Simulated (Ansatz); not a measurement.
# NbTe (zincblende): equation of state

Aim: the bulk modulus of NbTe (zincblende) from energies at several volumes around the relaxed one. The cell was built by placing the elements on the sites of a structure type; the runs don't test whether it is the stable form.

Computed with Ansatz 0.2.0 (DFT r²SCAN, scalar-relativistic, plane waves, PAW, unless a step's input says otherwise).

2 further runs of the same task are left out: 2 that didn't finish. Runs told in other sessions of the task aren't counted.

**1. The system as given**

The structure is cubic, space group F-43m (No. 216). Conventional cell: a = 6.365 Å, b = 6.365 Å, c = 6.365 Å, α = 90.00°, β = 90.00°, γ = 90.00°. Nb (site symmetry -43m) has 4 Te at 2.76 Å in its first shell of neighbours. Te (site symmetry -43m) has 4 Nb at 2.76 Å in its first shell of neighbours.

Structure file:

```cif
data_structure
_symmetry_space_group_name_H-M 'F-43m'
_symmetry_Int_Tables_number 216
_cell_length_a 6.3650
_cell_length_b 6.3650
_cell_length_c 6.3650
_cell_angle_alpha 90.000
_cell_angle_beta 90.000
_cell_angle_gamma 90.000
_cell_volume 257.87
loop_
_atom_site_label
_atom_site_type_symbol
_atom_site_symmetry_multiplicity
_atom_site_Wyckoff_symbol
_atom_site_fract_x
_atom_site_fract_y
_atom_site_fract_z
_atom_site_occupancy
Nb1 Nb 4 a 0.00000 0.00000 0.00000 1
Te1 Te 4 d 0.25000 0.25000 0.75000 1
```

This cell comes from an earlier session at r²SCAN: 32.233 Å³/atom at 0.07 GPa, on a 10×10×10 mesh.

Volume factors to run: 0.980, 1.020, 0.960, 1.040, 1.070.

**2. At 0.980 of the relaxed volume**

input.yaml

```yaml
crystal:
  lattice:
    - [0.0, 3.1611409605, 3.1611409605]
    - [3.1611409605, 0.0, 3.1611409605]
    - [3.1611409605, 3.1611409605, 0.0]
  atoms:
    - { symbol: Nb, position: [0.0, 0.0, 0.0], spin: 1.77 }
    - { symbol: Te, position: [0.25, 0.25, 0.25] }
basis:
  ecutwfc: 500
  ecutrho_ratio: 4
kpoints:
  mp_grid: { grid: [10, 10, 10] }
hamiltonian:
  xc: r2scan
scf:
  occupations: { method: gaussian, width: 0.05 }
output:
  forces: true
  stress: true
  eigenvalues: true
  populations: true
magnetization:
  spin_polarized: true
```

Launch:

```console
> ansatz run input.yaml --threads 2 --pin off --max-ram 2662MiB --backend cpu --events-out ev --progress --plain --runs-dir out
```

Further steps of the session: Volume × 1.020; Volume × 0.960; Volume × 1.040; At 1.070 of the relaxed volume.

What does the calculation give? Wanted: V0; B0; scatter of the fit.

As calculated:

| quantity | value |
| --- | --- |
| V0 | 32.261 Å³/atom |
| B0 | 62 GPa |
| scatter of the fit | 0.027 meV/atom |

**Reading.** A third-order Birch–Murnaghan fit puts the minimum at 32.26 Å³/atom with a bulk modulus of 62 GPa. One per cent of compression takes about 0.62 GPa. The moment on atom 1 grows from 1.57 to 1.75 μB on expansion. These are values at 0 K without zero-point motion. Spin–orbit coupling is left out, though the cell holds Te; it can open a gap where p bands cross.
